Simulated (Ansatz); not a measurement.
# C4H13BO: up Jacob's ladder to CCSD(T)

An exercise on one series of results from a longer session: the logs are not shown, and one member is left open.

Computed with Ansatz 0.2.0, Gaussian basis. Level: functionals in def2-TZVPP, the program's frozen cores in correlated methods.

Plan: LDA (SPW92), PBE-D4, revPBE-D4, BLYP-D4, r2SCAN-D4, B97M-V, PBE0-D4, B3LYP-D4, r2SCANh-D4, r2SCAN0-D4, HSE06-D4, BHLYP-D4, CAM-B3LYP-D4, LC-ωPBE, ωB97X-V, ωB97M-V, B2PLYP, PBE-QIDH; CCSD(T)/def2-SVP; MP2/def2-TZVPP; RPA on PBE.

1 further run of the same task is left out (it didn't finish). Runs told in other sessions of the task aren't counted.

## The relaxed structure

An earlier PBE0-D4 in a triple-zeta def2 set relaxation fixed the geometry.

SMILES `C[BH-](C)[O+](C)C`, 19 atoms, charge 0, spin multiplicity 1.

Atoms are counted from 1 here; the program's logs count them from 0.

Bond lengths: C1–B2 1.600 Å, C1–H7 1.096 Å, C1–H8 1.096 Å, C1–H9 1.097 Å, B2–C3 1.596 Å, B2–O4 1.720 Å, B2–H10 1.215 Å, C3–H11 1.096 Å, C3–H12 1.097 Å, C3–H13 1.095 Å, O4–C5 1.422 Å, O4–C6 1.422 Å, C5–H14 1.087 Å, C5–H15 1.094 Å, C5–H16 1.092 Å, C6–H17 1.086 Å, C6–H18 1.093 Å, C6–H19 1.092 Å. Angles: B2–C1–H7 107.8°, B2–C1–H8 114.8°, B2–C1–H9 114.0°, H7–C1–H8 105.7°, H7–C1–H9 105.9°, H8–C1–H9 107.8°, C1–B2–C3 116.7°, C1–B2–O4 106.6°, C1–B2–H10 114.3°, C3–B2–O4 104.9°, C3–B2–H10 113.8°, O4–B2–H10 98.0°, B2–C3–H11 107.9°, B2–C3–H12 114.8°, B2–C3–H13 113.4°, H11–C3–H12 105.8°, H11–C3–H13 106.2°, H12–C3–H13 108.1° and more.

Set-up of the first run:

in.yaml

```yaml
crystal:
  periodic: [false, false, false]
  atoms:
    - {symbol: C, position_ang: [-0.286441, -1.725109, -0.347849]}
    - {symbol: B, position_ang: [0.730542, -0.492747, -0.438520]}
    - {symbol: C, position_ang: [1.923549, -0.467986, 0.622074]}
    - {symbol: O, position_ang: [-0.184258, 0.925547, -0.107383]}
    - {symbol: C, position_ang: [-1.066202, 1.321525, -1.149580]}
    - {symbol: C, position_ang: [-0.793577, 0.999318, 1.175383]}
    - {symbol: H, position_ang: [0.253403, -2.629020, -0.651612]}
    - {symbol: H, position_ang: [-1.152528, -1.657492, -1.015799]}
    - {symbol: H, position_ang: [-0.658005, -1.923207, 0.665108]}
    - {symbol: H, position_ang: [1.074479, -0.211172, -1.569641]}
    - {symbol: H, position_ang: [2.665229, -1.212703, 0.312010]}
    - {symbol: H, position_ang: [1.635521, -0.741665, 1.644706]}
    - {symbol: H, position_ang: [2.450733, 0.490955, 0.661771]}
    - {symbol: H, position_ang: [-0.502270, 1.260559, -2.076365]}
    - {symbol: H, position_ang: [-1.930864, 0.653591, -1.194792]}
    - {symbol: H, position_ang: [-1.394218, 2.346865, -0.965312]}
    - {symbol: H, position_ang: [-0.042807, 0.705953, 1.903850]}
    - {symbol: H, position_ang: [-1.652149, 0.324653, 1.230659]}
    - {symbol: H, position_ang: [-1.111839, 2.027834, 1.357589]}
basis:
  gaussian: {orbitals: def2-TZVPP}
hamiltonian: {xc: lda}
output: {orbitals: {seedname: orbitals}}
```

Command:

```console
> ansatz run in.yaml --threads 4 --pin off --events-out ev --progress --plain --max-ram 11315MiB
```

Among the steps run: LDA; PBE-D4 (GGA); revPBE-D4 (GGA); BLYP-D4 (GGA); r2SCAN-D4 (meta-GGA); B97M-V (meta-GGA); PBE0-D4 (hybrid); B3LYP-D4 (hybrid); r2SCANh-D4 (hybrid); r2SCAN0-D4 (hybrid); HSE06-D4 (hybrid); BHLYP-D4 (hybrid); CAM-B3LYP-D4 (range-separated); LC-ωPBE (range-separated); ωB97X-V (range-separated); ωB97M-V (range-separated); B2PLYP (double hybrid); PBE-QIDH (double hybrid).

One of the session's tables, all rows but one given; the rest of the session is left out.

It belongs to the step «Frontier levels by functional». 

| functional | HOMO (eV) | LUMO (eV) | gap (eV) |
| --- | --- | --- | --- |
| LDA (SPW92) | -6.23 | -0.18 | 6.04 |
| PBE-D4 | -6.16 | 0.06 | 6.22 |
| revPBE-D4 | -6.12 | 0.17 | 6.29 |
| BLYP-D4 | -6.09 | 0.07 | 6.17 |
| r2SCAN-D4 | -6.44 | 0.65 | 7.10 |
| B97M-V | -6.55 | 0.18 | 6.73 |
| PBE0-D4 | -7.51 | 0.88 | 8.39 |
| B3LYP-D4 | -7.34 | 0.55 | 7.88 |
| r2SCANh-D4 | ? | ? | ? |
| r2SCAN0-D4 | -7.70 | 1.33 | 9.03 |
| HSE06-D4 | -7.11 | 0.51 | 7.62 |
| BHLYP-D4 | -8.84 | 1.47 | 10.31 |
| CAM-B3LYP-D4 | -8.96 | 1.63 | 10.59 |
| LC-ωPBE | -10.29 | 2.92 | 13.21 |
| ωB97X-V | -9.97 | 2.70 | 12.67 |
| ωB97M-V | -9.84 | 2.27 | 12.10 |

Estimate the missing values for r2SCANh-D4.

Worked estimate for «HOMO (eV)». Against the share of exact exchange, r2SCAN-D4 (0, -6.44), r2SCAN0-D4 (0.25, -7.70) give a slope of -5.04 per unit share; at 0.1 the line stands at -6.94.

The run gave: HOMO (eV): -6.94; LUMO (eV): 0.95; gap (eV): 7.90. In «HOMO (eV)» the line misses by 0.00.
